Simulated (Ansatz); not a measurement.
# GeH₄S + NH₃: a complex and its separated parts

Aim: how far the complex at one end of a reaction step lies below its separated, relaxed parts, level by level.

The runs use Ansatz 0.2.0, Gaussian basis; PBE0-D4/def2-TZVP structures, single points in def2-TZVPP, no counterpoise correction.

Levels: SPW92, PBE-D4, BLYP-D4, r2SCAN-D4, B97M-V, PBE0-D4, B3LYP-D4, r2SCAN0-D4, BHLYP-D4, CAM-B3LYP-D4, wB97X-V, wB97M-V, B2PLYP, PBE-QIDH, RPA on PBE, Hartree-Fock, MP2, CCSD, CCSD(T).

Cores are frozen in the correlated methods. Filled d shells of the heavier atoms are correlated. B3LYP uses VWN-RPA correlation. B2PLYP carries no dispersion term here.

## 1. Where the work starts

The complex: 10 atoms, charge 0, spin multiplicity 1.

Atoms are counted from 1 here; the program's logs count them from 0.

Bond lengths: Ge1–H3 1.535 Å, Ge1–H4 1.540 Å, Ge1–H5 1.540 Å, Ge1–S7 2.210 Å, N2–H6 1.013 Å, N2–H8 1.013 Å, N2–H9 1.013 Å, S7–H10 1.363 Å. Angles: H3–Ge1–H4 109.7°, H3–Ge1–H5 109.8°, H3–Ge1–S7 106.8°, H4–Ge1–H5 108.6°, H4–Ge1–S7 111.0°, H5–Ge1–S7 110.9°, H6–N2–H8 107.5°, H6–N2–H9 107.5°, H8–N2–H9 107.3°, Ge1–S7–H10 92.5°.

Geometry (Å):

```xyz
10
GeH7NS
Ge   -1.1631    1.2134   -1.0476
N     1.0210   -1.3108    1.2346
H    -1.6335    2.2292   -2.0977
H    -2.0042   -0.0722   -1.1540
H    -1.3417    1.8032    0.3639
H     0.7203   -2.2442    0.9821
S     0.9675    0.8042   -1.4667
H     1.9520   -1.3864    1.6258
H     0.4093   -0.9828    1.9721
H     1.0723   -0.0536   -0.4123
```

Its parts: GeH₄S holds atoms 1, 3, 4, 5, 7, 10; NH₃ holds atoms 2, 6, 8, 9. Each part counts its atoms afresh in its own runs.

## 2. Relaxing GeH₄S alone

Input file relax-a/in.yaml:

```yaml
crystal:
  periodic: [false, false, false]
  atoms:
    - {symbol: Ge, position_ang: [-1.163130, 1.213430, -1.047602]}
    - {symbol: H, position_ang: [-1.633544, 2.229192, -2.097704]}
    - {symbol: H, position_ang: [-2.004180, -0.072183, -1.154041]}
    - {symbol: H, position_ang: [-1.341675, 1.803202, 0.363887]}
    - {symbol: S, position_ang: [0.967501, 0.804175, -1.466727]}
    - {symbol: H, position_ang: [1.072261, -0.053646, -0.412307]}
basis:
  gaussian: {orbitals: def2-TZVP}
hamiltonian: {xc: pbe0, dispersion: d4}
relax: {f_tol: 0.005, max_steps: 200}
```

No record of the launch command was kept for these runs.

The runs that follow: Relaxing NH₃ alone; wB97M-V/def2-TZVPP; CCSD(T)/def2-TZVPP; Vibrations of GeH₄S; Vibrations of NH₃.

Q: Predict the outcome of this session. Wanted: complex less parts, CCSD(T)/def2-TZVPP; with zero-point energy; largest T1 diagnostic.

**Answer**, as computed:

| quantity | value |
| --- | --- |
| complex less parts, CCSD(T)/def2-TZVPP | -0.177 eV |
| with zero-point energy | -0.118 eV |
| largest T1 diagnostic | 0.011 |

In words: At CCSD(T) the complex lies 0.177 eV below its parts. Among the functionals wB97M-V lands nearest to CCSD(T) (-0.011 eV) and SPW92 farthest (-0.194 eV). Mean unsigned error by rung: LDA 0.194, GGA 0.067, meta-GGA 0.038, hybrid 0.037, range-separated hybrid 0.019, double hybrid 0.015 eV. PBE-D4 gives a relative energy 0.087 eV too low, outside chemical accuracy (1 kcal/mol, 0.043 eV). No counterpoise was applied, and triple zeta lacks some correlation, so the CCSD(T) reference has a basis error of its own, and close matches with it are partly luck.
